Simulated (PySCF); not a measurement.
# A workflow on CH5NSn (SMILES [H]/N=[CH]/[SnH3]), part 2 of 2

PySCF 2.14.0. Earlier steps stand in the parts before.

### 3 A single-point energy at MP2/def2-TZVPPD (density fitting, core potential) (run 6)

The input, start.xyz:

```xyz
8
CH5NSn
N     -1.283900     0.969700    -0.850700
C     -0.461800     0.008800    -0.832800
Sn     0.756200    -0.274900     0.925600
H     -1.804200     1.006400    -1.731800
H     -0.344400    -0.685900    -1.678600
H      0.349700     0.917900     2.066200
H      2.404800    -0.160500     0.490100
H      0.475500    -1.838400     1.556200
```

The input, job.py:

```python
from pyscf import gto, mp

mol = gto.M(
    atom='start.xyz',
    verbose=3,
    ecp={'Sn': 'def2-svp'},
    max_memory=1860,
    basis='def2-tzvppd',
)

hf = mol.RHF()
hf = hf.density_fit()
hf.kernel()

pt = mp.MP2(hf, frozen=6).run()
energy = pt.e_tot
print(f'total energy: {energy:.8f} hartree')
dip = hf.dip_moment()
pop, q = hf.mulliken_pop()
```

Launch:

```
$ OMP_NUM_THREADS=1 python job.py
```

Log:

```text
converged SCF energy = -308.555058011652
E(DFRMP2) = -309.25922224834  E_corr = -0.704164236688322
E(SCS-DFRMP2) = -309.234171278188  E_corr = -0.67911326653662
total energy: -309.25922225 hartree
Dipole moment(X, Y, Z, Debye):  0.39837, -1.32040, -1.28975
 ** Mulliken pop  **
pop of  0 N 1s            0.81918
pop of  0 N 2s            1.15653
pop of  0 N 3s            0.55559
pop of  0 N 4s            0.85571
pop of  0 N 5s            0.30480
pop of  0 N 6s            0.04036
pop of  0 N 2px           0.42342
pop of  0 N 2py           0.49689
pop of  0 N 2pz           0.50814
pop of  0 N 3px           0.48058
pop of  0 N 3py           0.54405
pop of  0 N 3pz           0.56085
pop of  0 N 4px           0.19028
pop of  0 N 4py           0.21216
pop of  0 N 4pz           0.24118
pop of  0 N 3dxy          0.00264
pop of  0 N 3dyz          0.00079
pop of  0 N 3dz^2         0.00236
pop of  0 N 3dxz          0.00183
pop of  0 N 3dx2-y2       0.00199
pop of  0 N 4dxy          0.00803
pop of  0 N 4dyz          0.00593
pop of  0 N 4dz^2         0.00868
pop of  0 N 4dxz          0.00958
pop of  0 N 4dx2-y2       0.01451
pop of  0 N 5dxy         -0.00208
pop of  0 N 5dyz         -0.00087
pop of  0 N 5dz^2         0.00000
pop of  0 N 5dxz         -0.00715
pop of  0 N 5dx2-y2       0.00534
pop of  0 N 4f-3          0.00077
pop of  0 N 4f-2          0.00049
pop of  0 N 4f-1          0.00017
pop of  0 N 4f+0          0.00025
pop of  0 N 4f+1          0.00041
pop of  0 N 4f+2          0.00009
pop of  0 N 4f+3          0.00061
pop of  1 C 1s            0.85552
pop of  1 C 2s            1.12250
pop of  1 C 3s            0.49597
pop of  1 C 4s            0.62948
pop of  1 C 5s            0.06458
pop of  1 C 6s           -0.05084
pop of  1 C 2px           0.36936
pop of  1 C 2py           0.39771
pop of  1 C 2pz           0.40082
pop of  1 C 3px           0.39936
pop of  1 C 3py           0.35583
pop of  1 C 3pz           0.51342
pop of  1 C 4px           0.10262
pop of  1 C 4py           0.04183
pop of  1 C 4pz           0.11154
pop of  1 C 3dxy          0.00703
pop of  1 C 3dyz          0.00708
pop of  1 C 3dz^2         0.00398
pop of  1 C 3dxz          0.00337
pop of  1 C 3dx2-y2       0.00608
pop of  1 C 4dxy          0.00218
pop of  1 C 4dyz          0.03179
pop of  1 C 4dz^2         0.00514
pop of  1 C 4dxz          0.02410
pop of  1 C 4dx2-y2       0.02804
pop of  1 C 5dxy         -0.00013
pop of  1 C 5dyz          0.01186
pop of  1 C 5dz^2         0.00973
pop of  1 C 5dxz          0.01292
pop of  1 C 5dx2-y2       0.00387
pop of  1 C 4f-3          0.00239
pop of  1 C 4f-2          0.00198
pop of  1 C 4f-1          0.00113
pop of  1 C 4f+0          0.00111
pop of  1 C 4f+1          0.00068
pop of  1 C 4f+2          0.00041
pop of  1 C 4f+3          0.00173
pop of  2 Sn 4s           0.27550
pop of  2 Sn 5s          -0.74548
pop of  2 Sn 6s           1.49888
pop of  2 Sn 7s           0.96281
pop of  2 Sn 8s           0.77717
pop of  2 Sn 9s           0.21946
pop of  2 Sn 10s          0.03263
pop of  2 Sn 4px         -0.13453
pop of  2 Sn 4py         -0.13464
pop of  2 Sn 4pz         -0.13449
pop of  2 Sn 5px          2.12415
pop of  2 Sn 5py          2.12443
pop of  2 Sn 5pz          2.12410
pop of  2 Sn 6px          0.25485
pop of  2 Sn 6py          0.25900
pop of  2 Sn 6pz          0.25368
pop of  2 Sn 7px          0.32669
pop of  2 Sn 7py          0.36056
pop of  2 Sn 7pz          0.31444
pop of  2 Sn 8px          0.04057
pop of  2 Sn 8py          0.05365
pop of  2 Sn 8pz          0.01591
pop of  2 Sn 4dxy         1.78755
pop of  2 Sn 4dyz         1.78911
pop of  2 Sn 4dz^2        1.78941
pop of  2 Sn 4dxz         1.79000
pop of  2 Sn 4dx2-y2      1.79022
pop of  2 Sn 5dxy         0.20652
pop of  2 Sn 5dyz         0.21327
pop of  2 Sn 5dz^2        0.20963
pop of  2 Sn 5dxz         0.21172
pop of  2 Sn 5dx2-y2      0.21490
pop of  2 Sn 6dxy         0.01281
pop of  2 Sn 6dyz         0.04239
pop of  2 Sn 6dz^2        0.02261
pop of  2 Sn 6dxz         0.02269
pop of  2 Sn 6dx2-y2      0.04974
pop of  2 Sn 7dxy         0.00225
pop of  2 Sn 7dyz         0.00267
pop of  2 Sn 7dz^2        0.00005
pop of  2 Sn 7dxz        -0.00011
pop of  2 Sn 7dx2-y2      0.00538
pop of  2 Sn 4f-3         0.00216
pop of  2 Sn 4f-2         0.00286
pop of  2 Sn 4f-1         0.00241
pop of  2 Sn 4f+0         0.00363
pop of  2 Sn 4f+1         0.00415
pop of  2 Sn 4f+2         0.00390
pop of  2 Sn 4f+3         0.00324
pop of  2 Sn 5f-3         0.00032
pop of  2 Sn 5f-2         0.00033
pop of  2 Sn 5f-1         0.00028
pop of  2 Sn 5f+0         0.00040
pop of  2 Sn 5f+1         0.00058
pop of  2 Sn 5f+2         0.00045
pop of  2 Sn 5f+3         0.00049
pop of  3 H 1s            0.26137
pop of  3 H 2s            0.45260
pop of  3 H 3s            0.10028
pop of  3 H 2px           0.00435
pop of  3 H 2py           0.00218
pop of  3 H 2pz           0.00891
pop of  3 H 3px           0.01167
pop of  3 H 3py           0.01158
pop of  3 H 3pz           0.01272
pop of  3 H 4px           0.00780
pop of  3 H 4py           0.00316
pop of  3 H 4pz           0.00064
pop of  3 H 3dxy          0.00039
pop of  3 H 3dyz          0.00103
pop of  3 H 3dz^2         0.00148
pop of  3 H 3dxz          0.00132
pop of  3 H 3dx2-y2       0.00042
pop of  4 H 1s            0.26524
pop of  4 H 2s            0.51059
pop of  4 H 3s            0.16662
pop of  4 H 2px           0.00090
pop of  4 H 2py           0.00312
pop of  4 H 2pz           0.00444
pop of  4 H 3px           0.00654
pop of  4 H 3py           0.01006
pop of  4 H 3pz           0.01810
pop of  4 H 4px          -0.00213
pop of  4 H 4py          -0.00047
pop of  4 H 4pz          -0.00213
pop of  4 H 3dxy          0.00037
pop of  4 H 3dyz          0.00061
pop of  4 H 3dz^2         0.00061
pop of  4 H 3dxz          0.00031
pop of  4 H 3dx2-y2       0.00030
pop of  5 H 1s            0.21633
pop of  5 H 2s            0.59163
pop of  5 H 3s            0.36444
pop of  5 H 2px           0.00020
pop of  5 H 2py           0.00096
pop of  5 H 2pz           0.00088
pop of  5 H 3px           0.00218
pop of  5 H 3py           0.00779
pop of  5 H 3pz           0.00661
pop of  5 H 4px           0.00162
pop of  5 H 4py           0.00489
pop of  5 H 4pz           0.00375
pop of  5 H 3dxy          0.00010
pop of  5 H 3dyz          0.00038
pop of  5 H 3dz^2         0.00010
pop of  5 H 3dxz          0.00009
pop of  5 H 3dx2-y2       0.00013
pop of  6 H 1s            0.21657
pop of  6 H 2s            0.59700
pop of  6 H 3s            0.38831
pop of  6 H 2px           0.00161
pop of  6 H 2py           0.00011
pop of  6 H 2pz           0.00021
pop of  6 H 3px           0.01275
pop of  6 H 3py           0.00153
pop of  6 H 3pz           0.00201
pop of  6 H 4px           0.00441
pop of  6 H 4py           0.00067
pop of  6 H 4pz           0.00165
pop of  6 H 3dxy          0.00011
pop of  6 H 3dyz          0.00001
pop of  6 H 3dz^2         0.00010
pop of  6 H 3dxz          0.00018
pop of  6 H 3dx2-y2       0.00035
pop of  7 H 1s            0.21657
pop of  7 H 2s            0.59701
pop of  7 H 3s            0.38845
pop of  7 H 2px           0.00015
pop of  7 H 2py           0.00145
pop of  7 H 2pz           0.00033
pop of  7 H 3px           0.00174
pop of  7 H 3py           0.01156
pop of  7 H 3pz           0.00298
pop of  7 H 4px           0.00069
pop of  7 H 4py           0.00610
pop of  7 H 4pz          -0.00002
pop of  7 H 3dxy          0.00012
pop of  7 H 3dyz          0.00024
pop of  7 H 3dz^2         0.00008
pop of  7 H 3dxz          0.00002
pop of  7 H 3dx2-y2       0.00029
 ** Mulliken atomic charges  **
charge of    0N =     -0.44407
charge of    1C =      0.02381
charge of    2Sn =      0.94265
charge of    3H =      0.11812
charge of    4H =      0.01690
charge of    5H =     -0.20207
charge of    6H =     -0.22759
charge of    7H =     -0.22776
```

It took 7.2 s on 1 thread of Intel Xeon at 2.50GHz (Skylake/Cascade Lake), shared host; peak memory 0.29 GiB.

### 4 Outcome

What follows sums up all 2 parts.

```
                                                           quantity           value
                                run 4, r2SCAN0/ANO-R1: total energy  -6272.51845 Eh
                               run 4, r2SCAN0/ANO-R1: dipole moment          1.75 D
                                 run 4, r2SCAN0/ANO-R1: HOMO energy        -7.27 eV
                                 run 4, r2SCAN0/ANO-R1: LUMO energy        -0.52 eV
                               run 4, r2SCAN0/ANO-R1: HOMO–LUMO gap         6.76 eV
                               run 6, MP2/def2-TZVPPD: total energy   -309.25922 Eh
       run 6, MP2/def2-TZVPPD: dipole moment (Hartree–Fock density)          1.89 D
        run 6, MP2/def2-TZVPPD: HOMO energy (Hartree–Fock orbitals)       -10.39 eV
        run 6, MP2/def2-TZVPPD: LUMO energy (Hartree–Fock orbitals)         1.61 eV
      run 6, MP2/def2-TZVPPD: HOMO–LUMO gap (Hartree–Fock orbitals)        12.00 eV
run 6, MP2/def2-TZVPPD: correlation energy (6 core orbitals frozen)      -704.2 mEh
```

Mulliken charges (run 6, MP2/def2-TZVPPD) of the mean-field density run from -0.44 on N1 to +0.94 on Sn3; in a basis this large or diffuse they mean little.
